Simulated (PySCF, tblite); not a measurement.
# C3H7BO2P radical: geometry, infrared bands and EPR parameters

What infrared bands and EPR parameters should C3H7BO2P radical (`OB(P)O[C@@H]1[CH]C1`) show?

The runs use tblite 0.8.0 and PySCF 2.14.0, with density-fitted response routines of our own; the level of theory stands in each step. All values are computed, except where a source is named. Atoms count from 0, in the outputs and in this text.

### Step 1. The molecule as given

14 atoms, charge 0, multiplicity 2; geometry from: force field or distance geometry start.

Bonds of the start (Å): O0–B1 1.49, B1–P2 1.93, B1–O3 1.46, O3–C4 1.41, C4–C5 1.53, C5–C6 1.53, C6–C4 1.50, O0–H7 0.99, P2–H8 1.45, P2–H9 1.43, C4–H10 1.12, C5–H11 1.10, C6–H12 1.09, C6–H13 1.11.

### Step 2. Relaxing the molecule with GFN2-xTB

What the job is given:

```
{"job": {"kind": "relax", "xc": "GFN2-xTB", "basis": "xTB"}, "charge": 0, "multiplicity": 2}
O      2.019000    -1.652100     1.095800
B      1.398000    -0.536000     0.336500
P      2.240700     1.185900     0.515500
O      0.089100    -0.753300    -0.271500
C     -0.899000     0.035300     0.342100
C     -2.145300    -0.789700     0.655300
C     -2.173900     0.338800    -0.381200
H      2.175200    -2.424500     0.491600
H      1.957500     2.052300    -0.615200
H      3.633100     1.105300     0.844500
H     -0.580100     0.716700     1.169700
H     -2.711900    -0.572800     1.578200
H     -2.347100     0.000100    -1.407600
H     -2.656000     1.293600    -0.095800
```

On the command line:

```bash
$ OMP_NUM_THREADS=1 python probes_run.py task.json out
```

This one command runs all jobs of the session in turn.

**Question.** This job is followed by: GFN2-xTB harmonic vibrations, gas phase; UKS B3LYP, pcH-1 on B C H O P, non-relativistic, mean-field spin-orbit, GIAO. What will the session give for the following? strongest single infrared mode (GFN2-xTB); zero-point energy (GFN2-xTB); g(iso) (B3LYP); ⟨S²⟩; largest a(iso) (averaged by class); potential on the surface of density 0.002 e/bohr³, 1st and 99th percentile.

The runs gave:

```
                                                                  quantity                  value
                                 strongest single infrared mode (GFN2-xTB)  1288 cm⁻¹, 539 km/mol
                                              zero-point energy (GFN2-xTB)          60.4 kcal/mol
                                                            g(iso) (B3LYP)                2.00264
                                                                      ⟨S²⟩     0.753 (exact 0.75)
                                        largest a(iso) (averaged by class)   13C on C5, 264.0 MHz
potential on the surface of density 0.002 e/bohr³, 1st and 99th percentile     -1.24 V and 2.18 V
```

Over 89 steps the energy fell by 2.184 eV; of the close pairs, O0–B1 changed most, 1.486 to 1.345 Å. No mode is imaginary among the 36: a minimum at this level. The strongest single mode, at 1288 cm⁻¹, moves mainly B1. Unscaled tight-binding wavenumbers are off by several per cent, some by more. Its intensities can rank the bands wrongly. Most of the unpaired spin sits on C5 (0.98 e). The isotropic g lies 0.3 ppt above the free-electron value. These values are for one conformer; the search (at its own cheap level) found 2 more, at 1.05, 1.97 kcal/mol, and measured spectra average over such forms.
